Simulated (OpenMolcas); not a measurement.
**Pm²⁺ among point charges: CASSCF levels and susceptibility**

How does a field of 8 point charges split the states of Pm²⁺, and what χT follows?

The numbers are computed with OpenMolcas 26.06 (state-averaged CASSCF, spin-orbit coupling by RASSI with atomic mean-field integrals), except any that are marked as measured or tabulated.

### Step 1. The system

| Quantity | Value |
| --- | --- |
| Species | Pm²⁺ (promethium, Z = 61, 59 electrons) |
| Basis | ANO-RCC-VDZP [7s6p4d2f1g], 68 functions |
| Scalar Hamiltonian | DKH2, point nucleus |
| Inactive shells | 1s 2s 2p 3s 3p 3d 4s 4p 4d 5s 5p |
| Active space | 5 electrons in 7 orbitals (4f) |
| Some configurations of this space | 4f5 |
| Orbitals | optimised for the highest spin of each parity, averaged over all roots |

Outer shells as boxes (Hund's rule):

4f5
```
4f [↑ ][↑ ][↑ ][↑ ][↑ ][  ][  ]
```

The ion sits among 8 point charges of -0.5 e arranged as a cube (Oh), 2.43 Å from the ion.

The work runs as a chain of OpenMolcas steps in one folder; each step below is one input file. Labels, J, g values, rates, χT and fits are worked out afterwards by a script from the matrices that RASSI stores. The input lists half of the charges; inversion (Group=XYZ) makes the rest.

### Step 2. One- and two-electron integrals

a.inp reads:

```
&GATEWAY
Coord
1

Pm 0.0 0.0 0.0
Basis=ANO-RCC-VDZP
Group=XYZ
NoMove
AngMom=0.0 0.0 0.0
AMFI
XField
4 Angstrom 0
1.402961 1.402961 1.402961 -0.500000
1.402961 1.402961 -1.402961 -0.500000
1.402961 -1.402961 1.402961 -0.500000
1.402961 -1.402961 -1.402961 -0.500000
&SEWARD
```

Run with:

```bash
$ OMP_NUM_THREADS=1 MOLCAS_MEM=2252 MOLCAS_PROJECT=a pymolcas a.inp > a.log
```

The log of the run:

```text
Basis set label: PM.ANO-RCC...7S6P4D2F1G.

      Electronic valence basis set:
      ------------------
      Associated Effective Charge  61.000000 au
      Associated Actual Charge     61.000000 au
      Nuclear Model: Point charge

      Shell  nPrim  nBasis  Cartesian Spherical Contaminant
         s      25       7        X
         p      22       6        X
         d      15       4                 X
         f      11       2                 X
         g       4       1                 X
                  Relativistic Douglas-Kroll-Hess integrals:
                    - DKH order of Hamiltonian: 2
                    - DKH order of Properties : 0
                  Atomic mean-field integrals
```

### Step 3. Reference wave functions, sextets of odd parity, 21 roots

a.inp reads:

```
&RASSCF
FileOrb=start.orb
Symmetry=2
Spin=6
nActEl=5 0 0
Inactive=15 12
Ras2=0 7
CIRoot=21 21 1
SDav=21
CIMx=300
Iter=120 100
PrWF=0.3
OrbListing=Nothing
MaxOrb=0
>>> COPY $Project.JobIph JOB001
```

start.orb holds the contracted functions of the basis, ordered by shell, or the orbitals of the step before.

The log of the run (excerpt; [...] marks lines left out):

```text
[...]
      Number of active orbitals                  7
[...]
      Spin quantum number                      2.5
[...]
      Active orbitals                            0   7
[...]
      Number of CSFs                            21
      Number of root(s) required                21
[...]
      Convergence after  8 iterations
[...]
      Natural orbitals and occupation numbers for root  1
      sym 2:   0.842368   0.315265   1.000000   0.842368   0.842368   0.842368   0.315265
      Natural orbitals and occupation numbers for root  2
      sym 2:   0.315265   0.315265   1.000000   0.842368   0.842368   0.842368   0.842368
      Natural orbitals and occupation numbers for root  3
      sym 2:   0.842368   0.315265   0.842368   0.315265   0.842368   1.000000   0.842368
::    RASSCF root number  1 Total energy: -10013.37422105
::    RASSCF root number  2 Total energy: -10013.37422105
::    RASSCF root number  3 Total energy: -10013.37422105
[...]
::    RASSCF root number 18 Total energy: -10013.34630135
::    RASSCF root number 19 Total energy: -10013.24614199
::    RASSCF root number 20 Total energy: -10013.24614199
::    RASSCF root number 21 Total energy: -10013.24614199
```

### Step 4. Reference wave functions, quartets of odd parity, 162 roots

a.inp reads:

```
&RASSCF
FileOrb=start.orb
Symmetry=2
Spin=4
nActEl=5 0 0
Inactive=15 12
Ras2=0 7
CIRoot=162 162 1
SDav=224
CIMx=300
Iter=120 100
PrWF=0.3
OrbListing=Nothing
MaxOrb=0
CIOnly
>>> COPY $Project.JobIph JOB002
```

Run with:

```bash
$ OMP_NUM_THREADS=1 MOLCAS_MEM=2252 MOLCAS_PROJECT=a pymolcas a.inp > a.log
```

The log of the run (excerpt; [...] marks lines left out):

```text
[...]
      Number of active orbitals                  7
[...]
      Spin quantum number                      1.5
[...]
      Active orbitals                            0   7
[...]
      Number of CSFs                           224
      Number of root(s) required               162
[...]
      Natural orbitals and occupation numbers for root  1
      sym 2:   0.655990   0.502645   0.864438   0.885073   0.736835   0.660629   0.694390
      Natural orbitals and occupation numbers for root  2
      sym 2:   0.820906   0.502645   0.656903   0.785826   0.666735   0.666708   0.900277
      Natural orbitals and occupation numbers for root  3
      sym 2:   0.948247   0.464488   0.616966   0.635470   0.635633   0.849401   0.849795
::    RASSCF root number  1 Total energy: -10013.28384978
::    RASSCF root number  2 Total energy: -10013.28384978
::    RASSCF root number  3 Total energy: -10013.28384307
[...]
::    RASSCF root number 27 Total energy: -10013.28203470
::    RASSCF root number 28 Total energy: -10013.28203470
::    RASSCF root number 29 Total energy: -10013.28197141
::    RASSCF root number 30 Total energy: -10013.28197141
```

CIOnly: the orbitals of an earlier block are kept, and only the CI is solved.

### Step 5. CASSCF: doublets of odd parity, 162 roots

a.inp reads:

```
&RASSCF
FileOrb=start.orb
Symmetry=2
Spin=2
nActEl=5 0 0
Inactive=15 12
Ras2=0 7
CIRoot=162 162 1
SDav=490
CIMx=300
Iter=120 100
PrWF=0.3
OrbListing=Nothing
MaxOrb=0
CIOnly
>>> COPY $Project.JobIph JOB003
```

Run with:

```bash
$ OMP_NUM_THREADS=1 MOLCAS_MEM=2252 MOLCAS_PROJECT=a pymolcas a.inp > a.log
```

The log of the run (excerpt; [...] marks lines left out):

```text
[...]
      Number of active orbitals                  7
[...]
      Spin quantum number                      0.5
[...]
      Active orbitals                            0   7
[...]
      Number of CSFs                           490
      Number of root(s) required               162
[...]
      Natural orbitals and occupation numbers for root  1
      sym 2:   0.813475   0.440382   0.706398   0.813475   0.706398   0.706398   0.813475
      Natural orbitals and occupation numbers for root  2
      sym 2:   0.629873   0.459125   0.725886   0.914827   0.718780   0.711816   0.839693
      Natural orbitals and occupation numbers for root  3
      sym 2:   0.686073   0.459435   0.712258   0.945740   0.708931   0.635678   0.851885
::    RASSCF root number  1 Total energy: -10013.23857226
::    RASSCF root number  2 Total energy: -10013.23851276
::    RASSCF root number  3 Total energy: -10013.23851276
[...]
::    RASSCF root number 27 Total energy: -10013.23176060
::    RASSCF root number 28 Total energy: -10013.23163322
::    RASSCF root number 29 Total energy: -10013.23163322
::    RASSCF root number 30 Total energy: -10013.23149667
```

CIOnly: the orbitals of an earlier block are kept, and only the CI is solved.

### Step 6. State interaction with spin-orbit coupling

a.inp reads:

```
&RASSI
NrOfJobIphs=3 21 108 40
1 2 3 4 5 6 7 8 9 10 11 12 13 14 15 16 17 18 19 20 21
1 2 3 4 5 6 7 8 9 10 11 12 13 14 15 16 17 18 19 20 21 22 23 24 25 26 27
28 29 30 31 32 33 34 35 36 37 38 39 40 41 42 43 44 45 46 47 48 49 50 51
52 53 54 55 56 57 58 59 60 61 62 63 64 65 66 67 68 69 70 71 72 73 74 75
76 77 78 79 80 81 82 83 84 85 86 87 88 89 90 91 92 93 94 95 96 97 98 99
100 101 102 103 104 105 106 107 108
1 2 3 4 5 6 7 8 9 10 11 12 13 14 15 16 17 18 19 20 21 22 23 24 25 26 27
28 29 30 31 32 33 34 35 36 37 38 39 40
IphNames
JOB001
JOB002
JOB003
EJob
SpinOrbit
DIPRint=1.0
SOCoupling=1000.0
Subsets=2
Property=9
'ANGMOM' 1 'ANGMOM' 2 'ANGMOM' 3 'MLTPL  1' 1 'MLTPL  1' 2 'MLTPL  1' 3
'AMFI' 1 'AMFI' 2 'AMFI' 3
SOProperty=3
'ANGMOM' 1 'ANGMOM' 2 'ANGMOM' 3
```

The log of the run (excerpt; [...] marks lines left out):

```text
SPIN-FREE ENERGIES:
  (Shifted by EMIN (a.u.) =     -10013.3742210510)
 SF State       Relative EMIN(au)   Rel lowest level(eV)    D:o, cm**(-1)      L_eff
     1             0.0000000000        0.0000000000              0.0000         5.0
     2             0.0000000000        0.0000000000              0.0000         5.0
     3             0.0000000000        0.0000000000              0.0000         5.0
     4             0.0000958985        0.0026095300             21.0473         5.0
     5             0.0000958985        0.0026095300             21.0473         5.0
     6             0.0000958985        0.0026095300             21.0473         5.0
     7             0.0007207377        0.0196122707            158.1836         5.0
     8             0.0007207377        0.0196122707            158.1836         5.0
     9             0.0007466330        0.0203169201            163.8670         5.0
    10             0.0007466330        0.0203169201            163.8670         5.0
[...]
Eigenvalues of complex Hamiltonian:
   -----------------------------------
  (Shifted by EMIN (a.u.) =     -10013.3742210510)
 SO State       Relative EMIN(au)   Rel lowest level(eV)    D:o, cm**(-1)     J-value
     1            -0.0156291933        0.0000000004              0.0000         2.2
     2            -0.0156291933        0.0000000004              0.0000         2.3
     3            -0.0156291933        0.0000000000              0.0000         1.7
     4            -0.0156291933        0.0000000000              0.0000         1.7
     5            -0.0153804441        0.0067688101             54.5941         2.0
     6            -0.0153804441        0.0067688101             54.5941         2.0
     7            -0.0118505567        0.1028219389            829.3149         2.8
     8            -0.0118505567        0.1028219389            829.3149         2.8
     9            -0.0118045834        0.1040729370            839.4048         2.8
    10            -0.0118045834        0.1040729370            839.4048         2.8
    11            -0.0116853511        0.1073174122            865.5733         3.0
[...]
```

These steps: 75 s of run time, 1 thread of Arm Neoverse V1, shared host.

Spin-free states, with their symmetry labels:

```tsv
state	degeneracy	E (cm-1)	free-ion L (%)
6T2	3	0	H (100)
6T1	3	21	H (100)
6E	2	158	H (100)
6T1	3	164	H (100)
6T1	3	6081	F (100)
6T2	3	6083	F (100)
6A2	1	6128	F (100)
4E	2	19834	I (100)
4T2	3	19836	I (97)
4A2	1	19843	I (91)
4T2	3	19952	I (95)
4T1	3	19981	I (94)
4A1	1	20009	I (99)
4T1	3	20116	F (92)
4T1	3	20154	M (96)
4T2	3	20161	M (58)
4T2	3	20176	F (50)
4A2	1	20193	F (85)
4E	2	20233	M (100)
4T1	3	20246	M (99)
4A1	1	20326	M (99)
4T1	3	20351	M (96)
4T2	3	20370	M (93)
4A2	1	20387	M (89)
```

With spin-orbit coupling:

```json
{"E (cm-1)": "0.0", "Degeneracy": "4", "Label": "Γ8", "2S+1": "6", "J": "2.50", "abs mJ (%)": "1/2 (50)", "g": ""}
{"E (cm-1)": "54.6", "Degeneracy": "2", "Label": "Γ7", "2S+1": "6", "J": "2.51", "abs mJ (%)": "3/2 (83)", "g": "0.78 0.78 0.78"}
{"E (cm-1)": "829.3", "Degeneracy": "2", "Label": "Γ7", "2S+1": "6", "J": "3.49", "abs mJ (%)": "5/2 (75)", "g": "2.78 2.78 2.78"}
{"E (cm-1)": "839.4", "Degeneracy": "2", "Label": "Γ6", "2S+1": "6", "J": "3.50", "abs mJ (%)": "1/2 (58)", "g": "1.82 1.82 1.82"}
{"E (cm-1)": "865.6", "Degeneracy": "4", "Label": "Γ8", "2S+1": "6", "J": "3.50", "abs mJ (%)": "3/2 (37)", "g": ""}
{"E (cm-1)": "1834", "Degeneracy": "4", "Label": "Γ8", "2S+1": "6", "J": "4.50", "abs mJ (%)": "7/2 (48)", "g": ""}
{"E (cm-1)": "1842", "Degeneracy": "2", "Label": "Γ6", "2S+1": "6", "J": "4.50", "abs mJ (%)": "1/2 (58)", "g": "3.81 3.81 3.81"}
{"E (cm-1)": "1866", "Degeneracy": "4", "Label": "Γ8", "2S+1": "6", "J": "4.50", "abs mJ (%)": "9/2 (31)", "g": ""}
{"E (cm-1)": "2962", "Degeneracy": "4", "Label": "Γ8", "2S+1": "6", "J": "5.50", "abs mJ (%)": "1/2 (28)", "g": ""}
{"E (cm-1)": "2981", "Degeneracy": "4", "Label": "Γ8", "2S+1": "6", "J": "5.50", "abs mJ (%)": "5/2 (36)", "g": ""}
{"E (cm-1)": "2981", "Degeneracy": "2", "Label": "Γ6", "2S+1": "6", "J": "5.50", "abs mJ (%)": "7/2 (73)", "g": "4.45 4.45 4.45"}
{"E (cm-1)": "2993", "Degeneracy": "2", "Label": "Γ7", "2S+1": "6", "J": "5.50", "abs mJ (%)": "3/2 (46)", "g": "4.36 4.36 4.36"}
{"E (cm-1)": "4169", "Degeneracy": "4", "Label": "Γ8", "2S+1": "6", "J": "6.50", "abs mJ (%)": "1/2 (43)", "g": ""}
{"E (cm-1)": "4178", "Degeneracy": "2", "Label": "Γ7", "2S+1": "6", "J": "6.50", "abs mJ (%)": "3/2 (59)", "g": "0.38 0.38 0.38"}
{"E (cm-1)": "4207", "Degeneracy": "2", "Label": "Γ7", "2S+1": "6", "J": "6.50", "abs mJ (%)": "5/2 (61)", "g": "0.41 0.41 0.41"}
{"E (cm-1)": "4218", "Degeneracy": "4", "Label": "Γ8", "2S+1": "6", "J": "6.50", "abs mJ (%)": "7/2 (37)", "g": ""}
{"E (cm-1)": "4226", "Degeneracy": "2", "Label": "Γ6", "2S+1": "6", "J": "6.50", "abs mJ (%)": "9/2 (69)", "g": "6.45 6.45 6.45"}
{"E (cm-1)": "5418", "Degeneracy": "4", "Label": "Γ8", "2S+1": "6", "J": "7.50", "abs mJ (%)": "15/2 (33)", "g": ""}
{"E (cm-1)": "5422", "Degeneracy": "2", "Label": "Γ6", "2S+1": "6", "J": "7.50", "abs mJ (%)": "1/2 (52)", "g": "6.65 6.65 6.65"}
{"E (cm-1)": "5518", "Degeneracy": "2", "Label": "Γ7", "2S+1": "6", "J": "7.50", "abs mJ (%)": "13/2 (40)", "g": "7.56 7.56 7.56"}
{"E (cm-1)": "5520", "Degeneracy": "4", "Label": "Γ8", "2S+1": "6", "J": "7.50", "abs mJ (%)": "7/2 (31)", "g": ""}
{"E (cm-1)": "5545", "Degeneracy": "4", "Label": "Γ8", "2S+1": "6", "J": "7.50", "abs mJ (%)": "11/2 (45)", "g": ""}
{"E (cm-1)": "7122", "Degeneracy": "2", "Label": "Γ6", "2S+1": "6", "J": "0.51", "abs mJ (%)": "1/2 (100)", "g": "0.66 0.66 0.66"}
{"E (cm-1)": "7362", "Degeneracy": "4", "Label": "Γ8", "2S+1": "6", "J": "1.50", "abs mJ (%)": "1/2 (50)", "g": ""}
```

The table of states holds 24 of 67 computed; the rest, higher up, is left out. Principal g values are given for doublets only; a zero marks a field direction without first-order Zeeman splitting.

Powder χT (cm³ K/mol): 0.05 at 2 K, 0.06 at 5 K, 0.07 at 10 K, 0.08 at 20 K, 0.12 at 50 K, 0.18 at 100 K, 0.22 at 150 K, 0.27 at 200 K, 0.33 at 250 K, 0.39 at 300 K.

Stevens parameters of the J = 5/2 multiplet, 55 cm⁻¹ wide (cm⁻¹): B40 = -1.513e-01, B44 = -7.607e-01.

### Step 7. Summary of results

| quantity | value |
| --- | --- |
| method | CASSCF |
| spin-free ground state | 6T2, 3-fold in its orbital part |
| first state of the same spin within the active space | 6T1 at 21 cm⁻¹ |
| lowest level | 4-fold Γ8 |
| next level | 54.6 cm⁻¹ |
| χT at 300 K | 0.39 cm³ K/mol |
| effective moment at 300 K | 1.76 μB |

The spin-free ground state (6T2) comes to 100 % from free-ion H terms and keeps the highest spin of the shell. The quartets, doublets rest on orbitals optimised for another spin in at least one step, which raises them against the optimised states. Not all states of the active space went into the spin-orbit step. High states of lower spin are left out of the spin-orbit mixing, and CASSCF puts spin-flip levels too high. This is an electrostatic model: the charges have no orbitals.
